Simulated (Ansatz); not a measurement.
# ClGaHN + H₂O: a complex and its separated parts, part 2 of 2

Ansatz 0.2.0, Gaussian basis.

### Step 14. wB97X-V/def2-TZVPP

The inputs:

parta/in.yaml

```yaml
crystal:
  periodic: [false, false, false]
  atoms:
    - {symbol: Ga, position_ang: [-0.341029, 1.084282, 0.249252]}
    - {symbol: N, position_ang: [0.481172, 0.625939, -1.181851]}
    - {symbol: Cl, position_ang: [-1.292419, 1.099666, 2.115923]}
    - {symbol: H, position_ang: [0.633996, 1.419486, -1.805680]}
basis:
  gaussian: {orbitals: def2-TZVPP}
hamiltonian: {xc: {name: wB97X-V}}
```

partb/in.yaml

```yaml
crystal:
  periodic: [false, false, false]
  atoms:
    - {symbol: O, position_ang: [0.286673, -1.207946, 0.520050]}
    - {symbol: H, position_ang: [0.603109, -1.116183, -0.381174]}
    - {symbol: H, position_ang: [-0.371502, -1.905243, 0.483477]}
basis:
  gaussian: {orbitals: def2-TZVPP}
hamiltonian: {xc: {name: wB97X-V}}
```

One command serves all of them, each in its own folder.

Run with:

```
$ ansatz run in.yaml --threads 4 --pin off --events-out ev --progress --plain --max-ram 9574MiB
```

parta printed, shortened:

```text
Functional definition: wB97X-V
  name "wB97X-V"
  cite "Mardirossian & Head-Gordon, Phys. Chem. Chem. Phys. 16, 9904 (2014) doi:10.1039/C3CP54374A"
  cite "Becke, J. Chem. Phys. 107, 8554 (1997) doi:10.1063/1.475007"
  cite "Vydrov & Van Voorhis, J. Chem. Phys. 133, 244103 (2010) doi:10.1063/1.3521275"
[...]
      + integral(e_c_pw_opposite_spin*poly(b97_u_opposite, cos0, cos1)) + vv10(b, c)
927 factors; their error is unknown
171 factors; integrals over basis functions are off by at most 3.0e-5 eV
[...]
mean field -66400.49985582 eV, -2440.1733618259 hartree, gradient 4.7e-5 eV, S^2 0.000000; 0 other end points of the search recorded, 0 dependent functions left out
reference -66400.49985423 eV, -2440.1733617676 hartree; 28, 28 occupied and 107, 107 virtual orbitals, 927 factors
Total energy: -66400.49985423 eV, -2440.1733617676 hartree
```

Log of partb, shortened:

```text
[... 5 set-up lines as earlier in the session ...]
[...]
      + integral(e_c_pw_opposite_spin*poly(b97_u_opposite, cos0, cos1)) + vv10(b, c)
269 factors; their error is unknown
69 factors; integrals over basis functions are off by at most 2.2e-5 eV
[...]
mean field -2079.88766954 eV, -76.4344620572 hartree, gradient 2.2e-5 eV, S^2 0.000000; 0 other end points of the search recorded, 0 dependent functions left out
reference -2079.88766865 eV, -76.4344620243 hartree; 5, 5 occupied and 54, 54 virtual orbitals, 269 factors
Total energy: -2079.88766865 eV, -76.4344620243 hartree
```

They took 4.1 s (parta), 0.55 s (partb) on 4 threads of Intel Xeon at 2.50GHz, shared host.

### Step 15. wB97M-V/def2-TZVPP

Each input of step 14 (parta, partb) changes in the same lines:

```diff
-hamiltonian: {xc: {name: wB97X-V}}
+hamiltonian: {xc: {name: wB97M-V}}
```

The same command starts each run, in its folder.

Run with:

```
$ ansatz run in.yaml --threads 4 --pin off --events-out ev --progress --plain --max-ram 9574MiB
```

Output in parta, shortened:

```text
Functional definition: wB97M-V
  name "wB97M-V"
  cite "Mardirossian & Head-Gordon, J. Chem. Phys. 144, 214110 (2016) doi:10.1063/1.4952647"
[... 2 set-up lines as earlier in the session ...]
  # Of w^i u^j: cxij and so on, Table III.
[...]
  gx(w, u) = 1 - cx + cx01*u + cx10*w
[...]
      + integral(e_c_pw_mod_opposite_spin*gos(b97_w_opposite, b97_u_opposite)) + vv10(b, c)
927 factors; their error is unknown
171 factors; integrals over basis functions are off by at most 3.0e-5 eV
[...]
mean field -66403.90873735 eV, -2440.2986359116 hartree, gradient 2.3e-5 eV, S^2 0.000000; 0 other end points of the search recorded, 0 dependent functions left out
reference -66403.90877590 eV, -2440.2986373285 hartree; 28, 28 occupied and 107, 107 virtual orbitals, 927 factors
Total energy: -66403.90877590 eV, -2440.2986373285 hartree
```

Output in partb, shortened:

```text
[... 5 set-up lines as earlier in the session ...]
  # Of w^i u^j: cxij and so on, Table III.
[...]
  gx(w, u) = 1 - cx + cx01*u + cx10*w
[...]
      + integral(e_c_pw_mod_opposite_spin*gos(b97_w_opposite, b97_u_opposite)) + vv10(b, c)
269 factors; their error is unknown
69 factors; integrals over basis functions are off by at most 2.2e-5 eV
[...]
mean field -2079.85937879 eV, -76.4334223911 hartree, gradient 2.9e-5 eV, S^2 0.000000; 0 other end points of the search recorded, 0 dependent functions left out
reference -2079.85940080 eV, -76.4334231999 hartree; 5, 5 occupied and 54, 54 virtual orbitals, 269 factors
Total energy: -2079.85940080 eV, -76.4334231999 hartree
```

Wall times: 4.9 s (parta), 0.66 s (partb) on 4 threads of Intel Xeon at 2.50GHz, shared host.

### Step 16. B2PLYP/def2-TZVPP

The same edit goes into each in.yaml of step 15 (parta, partb):

```diff
-hamiltonian: {xc: {name: wB97M-V}}
+hamiltonian: {xc: {name: B2PLYP}}
```

One command serves all of them, each in its own folder.

Run with:

```
$ ansatz run in.yaml --threads 4 --pin off --events-out ev --progress --plain --max-ram 9574MiB
```

Output in parta, shortened:

```text
Functional definition: B2PLYP
  name "B2PLYP"
  cite "Grimme, J. Chem. Phys. 124, 034108 (2006) doi:10.1063/1.2148954"
[... 2 set-up lines as earlier in the session ...]
[...]
844 factors; integrals over basis functions are off by at most 9.2e-4 eV
[...]
mean field -66387.71024562 eV, -2439.7033523205 hartree, gradient 5.6e-6 eV, S^2 0.000000; 0 other end points of the search recorded, 0 dependent functions left out
15 core orbitals not correlated: weight in the atoms' cores, before any rotation towards them, 1.000 or more for the frozen orbitals, at most 0.000 for the correlated occupied ones
reference -66387.71038115 eV, -2439.7033573010 hartree; 13, 13 occupied and 107, 107 virtual orbitals, 844 factors
second order -21.40422969 eV of doubles, -0.00000000 eV of singles
Total energy: -66393.48952317 eV, -2439.9157368528 hartree
```

partb printed, shortened:

```text
[... 5 set-up lines as earlier in the session ...]
[...]
361 factors; integrals over basis functions are off by at most 7.6e-4 eV
[...]
mean field -2077.03830077 eV, -76.3297496864 hartree, gradient 8.4e-7 eV, S^2 0.000000; 0 other end points of the search recorded, 0 dependent functions left out
1 core orbitals not correlated: weight in the atoms' cores, before any rotation towards them, 1.000 or more for the frozen orbitals, at most 0.000 for the correlated occupied ones
reference -2077.03838580 eV, -76.3297528108 hartree; 4, 4 occupied and 54, 54 virtual orbitals, 361 factors
second order -8.41862726 eV of doubles, -0.00000000 eV of singles
Total energy: -2079.31141516 eV, -76.4132850991 hartree
```

Times: 3 s (parta), 0.46 s (partb) on 4 threads of Intel Xeon at 2.50GHz, shared host.

### Step 17. PBE-QIDH/def2-TZVPP

Each input of step 16 (parta, partb) changes in the same lines:

```diff
-hamiltonian: {xc: {name: B2PLYP}}
+hamiltonian: {xc: {name: PBE-QIDH}}
```

Each run has its own folder and the same command.

Run with:

```
$ ansatz run in.yaml --threads 4 --pin off --events-out ev --progress --plain --max-ram 9574MiB
```

parta printed, shortened:

```text
Functional definition: PBE-QIDH
  name "PBE-QIDH"
  cite "Brémond, Sancho-García, Pérez-Jiménez & Adamo, J. Chem. Phys. 141, 031101 (2014) doi:10.1063/1.4890314"
[... 1 set-up line as earlier in the session ...]
[...]
844 factors; integrals over basis functions are off by at most 9.2e-4 eV
[...]
mean field -66376.92186713 eV, -2439.3068867235 hartree, gradient 1.9e-6 eV, S^2 0.000000; 0 other end points of the search recorded, 0 dependent functions left out
15 core orbitals not correlated: weight in the atoms' cores, before any rotation towards them, 1.000 or more for the frozen orbitals, at most 0.000 for the correlated occupied ones
reference -66376.92187720 eV, -2439.3068870937 hartree; 13, 13 occupied and 107, 107 virtual orbitals, 844 factors
second order -19.53722398 eV of doubles, -0.00000000 eV of singles
Total energy: -66383.43428520 eV, -2439.5462136731 hartree
```

Log of partb, shortened:

```text
[... 4 set-up lines as earlier in the session ...]
[...]
361 factors; integrals over basis functions are off by at most 7.6e-4 eV
[...]
mean field -2075.58438726 eV, -76.2763193501 hartree, gradient 2.2e-6 eV, S^2 0.000000; 0 other end points of the search recorded, 0 dependent functions left out
1 core orbitals not correlated: weight in the atoms' cores, before any rotation towards them, 1.000 or more for the frozen orbitals, at most 0.000 for the correlated occupied ones
reference -2075.58439275 eV, -76.2763195520 hartree; 4, 4 occupied and 54, 54 virtual orbitals, 361 factors
second order -7.85890959 eV of doubles, -0.00000000 eV of singles
Total energy: -2078.20402928 eV, -76.3725894188 hartree
```

They took 3.1 s (parta), 0.5 s (partb) on 4 threads of Intel Xeon at 2.50GHz, shared host.

### Step 18. RPA on PBE/def2-TZVPP

Each input of step 17 (parta, partb) changes in the same lines:

```diff
-hamiltonian: {xc: {name: PBE-QIDH}}
+hamiltonian: {xc: pbe}
+correlation: {method: rpa}
```

One command serves all of them, each in its own folder.

Run with:

```
$ ansatz run in.yaml --threads 4 --pin off --events-out ev --progress --plain --max-ram 9574MiB
```

Output in parta, shortened:

```text
[... 4 set-up lines as earlier in the session ...]
[...]
844 factors; integrals over basis functions are off by at most 9.2e-4 eV
[...]
mean field -66393.34073657 eV, -2439.9102690464 hartree, gradient 3.0e-6 eV, S^2 0.000000; 1 other end points of the search recorded, 0 dependent functions left out
15 core orbitals not correlated: weight in the atoms' cores, before any rotation towards them, 1.000 or more for the frozen orbitals, at most 0.000 for the correlated occupied ones
reference -66334.45113194 eV, -2437.7461159928 hartree; 13, 13 occupied and 107, 107 virtual orbitals, 844 factors
Total energy: -66360.72661467 eV, -2438.7117221729 hartree
```

Log of partb, shortened:

```text
[... 4 set-up lines as earlier in the session ...]
[...]
361 factors; integrals over basis functions are off by at most 7.6e-4 eV
[...]
mean field -2078.40752731 eV, -76.3800678333 hartree, gradient 2.1e-6 eV, S^2 0.000000; 0 other end points of the search recorded, 0 dependent functions left out
1 core orbitals not correlated: weight in the atoms' cores, before any rotation towards them, 1.000 or more for the frozen orbitals, at most 0.000 for the correlated occupied ones
reference -2069.53702299 eV, -76.0540828122 hartree; 4, 4 occupied and 54, 54 virtual orbitals, 361 factors
Total energy: -2080.48257145 eV, -76.4563242992 hartree
```

Wall times: 3.2 s (parta), 0.45 s (partb) on 4 threads of Intel Xeon at 2.50GHz, shared host.

### Step 19. CCSD(T)/def2-TZVPP

Each input of step 18 (parta, partb) changes in the same lines:

```diff
-hamiltonian: {xc: pbe}
-correlation: {method: rpa}
+correlation: {method: ccsd_t}
```

The same command starts each run, in its folder.

Run with:

```
$ ansatz run in.yaml --threads 4 --pin off --events-out ev --progress --plain --max-ram 9574MiB
```

Output in parta, shortened:

```text
Functional definition: HF
  name "HF"
  cite "Fock, Z. Phys. 61, 126 (1930) doi:10.1007/BF01340294"
[... 1 set-up line as earlier in the session ...]
[...]
844 factors; integrals over basis functions are off by at most 9.2e-4 eV
[...]
mean field -66335.95339851 eV, -2437.8013232713 hartree, gradient 2.5e-6 eV, S^2 0.000000; 0 other end points of the search recorded, 0 dependent functions left out; unrestricted orbitals would lower it
[...]
reference -66335.95339851 eV, -2437.8013232713 hartree; 13, 13 occupied and 107, 107 virtual orbitals, 844 factors
second order -17.10065748 eV of doubles, -0.00000000 eV of singles
cycle   1  -16.47839897 eV  change    6.2e-1 eV  update   1.4e-1
[...]
cycle  10  -17.20631493 eV  change    2.3e-5 eV  update   2.4e-5
perturbative correction -0.89090596 eV, -0.0327401901 hartree
Total energy: -66354.05061941 eV, -2438.4663838723 hartree
```

partb printed, shortened:

```text
[... 4 set-up lines as earlier in the session ...]
[...]
361 factors; integrals over basis functions are off by at most 7.6e-4 eV
[...]
mean field -2069.76245948 eV, -76.0623674505 hartree, gradient 3.6e-6 eV, S^2 0.000000; 0 other end points of the search recorded, 0 dependent functions left out
1 core orbitals not correlated: weight in the atoms' cores, before any rotation towards them, 1.000 or more for the frozen orbitals, at most 0.000 for the correlated occupied ones
reference -2069.76245948 eV, -76.0623674505 hartree; 4, 4 occupied and 54, 54 virtual orbitals, 361 factors
second order -7.10550422 eV of doubles, -0.00000000 eV of singles
cycle   1  -7.11158249 eV  change   -6.1e-3 eV  update   4.1e-2
[...]
cycle   8  -7.26602873 eV  change    3.2e-6 eV  update   7.2e-6
perturbative correction -0.20739596 eV, -0.0076216608 hartree
Total energy: -2077.23588417 eV, -76.3370107421 hartree
```

Wall times: 12 s (parta), 0.6 s (partb) on 4 threads of Intel Xeon at 2.50GHz, shared host; peak memory 0.7 GiB.

### Step 20. Vibrations of ClGaHN

Input file vib-parta/in.yaml:

```yaml
crystal:
  periodic: [false, false, false]
  atoms:
    - {symbol: Ga, position_ang: [-0.341029, 1.084282, 0.249252]}
    - {symbol: N, position_ang: [0.481172, 0.625939, -1.181851]}
    - {symbol: Cl, position_ang: [-1.292419, 1.099666, 2.115923]}
    - {symbol: H, position_ang: [0.633996, 1.419486, -1.805680]}
basis:
  gaussian: {orbitals: def2-TZVP}
hamiltonian: {xc: pbe0, dispersion: d4}
phonons: {temperatures: {t_min: 298.15, t_max: 900, t_step: 200}}
```

Run with:

```
$ ansatz run in.yaml --threads 4 --pin off --events-out ev --progress --plain --max-ram 9574MiB
```

Output, shortened:

```text
[... 5 set-up lines as earlier in the session ...]
[...]
880 factors; their error is unknown
[...]
mean field -66395.09819493 eV, -2439.9748544499 hartree, gradient 7.3e-5 eV, S^2 0.000000; 0 other end points of the search recorded, 0 dependent functions left out
[...]
Atom 1 at     0.481172     0.625939    -1.181851 Å, force    -0.001335     0.002318     0.001515 eV/Å
Atom 2 at    -1.292419     1.099666     2.115923 Å, force    -0.000279    -0.003094     0.001436 eV/Å
Atom 3 at     0.633996     1.419486    -1.805680 Å, force     0.002255    -0.003576    -0.003202 eV/Å
Dipole moment:    -0.194686     0.354629     0.238521 e Å
Vibrations: 140.12 214.18 431.38 789.95 884.52 3512.08 cm⁻¹, zero-point energy 0.370230 eV
```

It took 45 s on 4 threads of Intel Xeon at 2.50GHz, shared host.

Wavenumbers and character of the modes:

| mode | wavenumber (cm⁻¹) | character |
| --- | --- | --- |
| 1 | 140 | bend |
| 2 | 214 | torsion |
| 3 | 431 | Ga–Cl stretch |
| 4 | 790 | bend with Ga–N stretch |
| 5 | 885 | Ga–N stretch with bend |
| 6 | 3512 | N–H stretch |

Vibrational sums (real modes only):

| T (K) | entropy (J/mol/K) | heat capacity (J/mol/K) |
| --- | --- | --- |
| 298 | 25.2 | 26.5 |
| 498 | 40.9 | 34.0 |
| 698 | 53.0 | 37.6 |
| 898 | 62.7 | 39.8 |

### Step 21. Vibrations of H₂O

Input file vib-partb/in.yaml:

```yaml
crystal:
  periodic: [false, false, false]
  atoms:
    - {symbol: O, position_ang: [0.286673, -1.207946, 0.520050]}
    - {symbol: H, position_ang: [0.603109, -1.116183, -0.381174]}
    - {symbol: H, position_ang: [-0.371502, -1.905243, 0.483477]}
basis:
  gaussian: {orbitals: def2-TZVP}
hamiltonian: {xc: pbe0, dispersion: d4}
phonons: {temperatures: {t_min: 298.15, t_max: 900, t_step: 200}}
```

Run with:

```
$ ansatz run in.yaml --threads 4 --pin off --events-out ev --progress --plain --max-ram 9574MiB
```

Output, shortened:

```text
[... 5 set-up lines as earlier in the session ...]
[...]
239 factors; their error is unknown
[...]
mean field -2078.33307686 eV, -76.3773318297 hartree, gradient 1.2e-5 eV, S^2 0.000000; 0 other end points of the search recorded, 0 dependent functions left out
[...]
Total energy: -2078.33734657 eV, -76.3774887388 hartree
Atom 0 at     0.286673    -1.207946     0.520050 Å, force     0.000571     0.001013     0.001568 eV/Å
Atom 1 at     0.603109    -1.116183    -0.381174 Å, force    -0.000172    -0.000414    -0.000885 eV/Å
Atom 2 at    -0.371502    -1.905243     0.483477 Å, force    -0.000400    -0.000599    -0.000683 eV/Å
Dipole moment:    -0.126015    -0.223289    -0.345809 e Å
Vibrations: 1622.76 3851.82 3959.62 cm⁻¹, zero-point energy 0.584846 eV
```

Run time: 1.4 s. Hardware: 4 threads of Intel Xeon at 2.50GHz, shared host.

Wavenumbers and character of the modes:

| mode | wavenumber (cm⁻¹) | character |
| --- | --- | --- |
| 1 | 1623 | bend |
| 2 | 3852 | O–H stretch |
| 3 | 3960 | O–H stretch |

Vibrational sums (real modes only):

| T (K) | entropy (J/mol/K) | heat capacity (J/mol/K) |
| --- | --- | --- |
| 298 | 0.0 | 0.2 |
| 498 | 0.4 | 1.7 |
| 698 | 1.4 | 3.9 |
| 898 | 2.6 | 6.1 |

### Step 22. Complex less separated parts

The complex's own energies come from single points at the same levels.

Rows are in def2-TZVPP; times add the 3 runs of a level on a shared host, so small differences are noise.

Differences are taken before rounding.

| method | rung | complex less parts (kJ/mol) | from CCSD(T) (kJ/mol) | time |
| --- | --- | --- | --- | --- |
| SPW92 | LDA | -112.6 | -32.9 | 2.8 s |
| PBE-D4 | GGA | -78.5 | +1.2 | 4.2 s |
| BLYP-D4 | GGA | -68.6 | +11.2 | 4.1 s |
| r2SCAN-D4 | meta-GGA | -87.2 | -7.5 | 8.4 s |
| B97M-V | meta-GGA | -80.1 | -0.4 | 13 s |
| PBE0-D4 | hybrid | -85.2 | -5.5 | 6.7 s |
| B3LYP-D4 | hybrid | -76.6 | +3.2 | 6.7 s |
| r2SCAN0-D4 | hybrid | -91.5 | -11.7 | 9.3 s |
| BHLYP-D4 | hybrid | -86.5 | -6.8 | 6.3 s |
| CAM-B3LYP-D4 | range-separated hybrid | -86.5 | -6.8 | 9 s |
| wB97X-V | range-separated hybrid | -87.2 | -7.5 | 15 s |
| wB97M-V | range-separated hybrid | -87.2 | -7.4 | 16 s |
| B2PLYP | double hybrid | -72.3 | +7.4 | 11 s |
| PBE-QIDH | double hybrid | -86.4 | -6.6 | 13 s |
| RPA on PBE | RPA | -70.2 | +9.6 | 12 s |
| Hartree-Fock | wavefunction | -71.7 | +8.1 |  |
| MP2 | wavefunction | -80.6 | -0.9 |  |
| CCSD | wavefunction | -79.7 | 0.0 |  |
| CCSD(T) | wavefunction | -79.7 | 0 | 96 s |

Among the levels timed on like hardware and quicker than the yardstick, those that no quicker one beats, quickest first: SPW92 (2.8 s, -32.9 kJ/mol); BLYP-D4 (4.1 s, +11.2 kJ/mol); PBE-D4 (4.2 s, +1.2 kJ/mol); B97M-V (13 s, -0.4 kJ/mol).

B97M-V reaches 0.4 kJ/mol from the reference in 13 s, where CCSD(T) took 96 s; the quickest level in the cost chart, SPW92, takes 2.8 s and misses by 32.9 kJ/mol.

The complex's zero-point energy, from a separate PBE0-D4 run, is 1.087 eV.

### Step 23. Results

What follows sums up all 2 parts.

| quantity | value |
| --- | --- |
| complex less parts, CCSD(T)/def2-TZVPP | -79.7 kJ/mol |
| with zero-point energy | -67.0 kJ/mol |
| largest T1 diagnostic | 0.020 |

What this shows: At CCSD(T) the complex lies 79.7 kJ/mol below its parts. Among the functionals B97M-V lands nearest to CCSD(T) (-0.4 kJ/mol) and SPW92 farthest (-32.9 kJ/mol). Mean unsigned error by rung: LDA 32.9, GGA 6.2, meta-GGA 3.9, hybrid 6.8, range-separated hybrid 7.2, double hybrid 7.0 kJ/mol. PBE-D4 gives a relative energy 1.2 kJ/mol too high, inside chemical accuracy (1 kcal/mol, 4.2 kJ/mol). No counterpoise was applied, and triple zeta lacks some correlation, so the CCSD(T) reference has a basis error of its own, and close matches with it are partly luck. The restricted Hartree–Fock reference is unstable towards an unrestricted one at one or more of these structures.
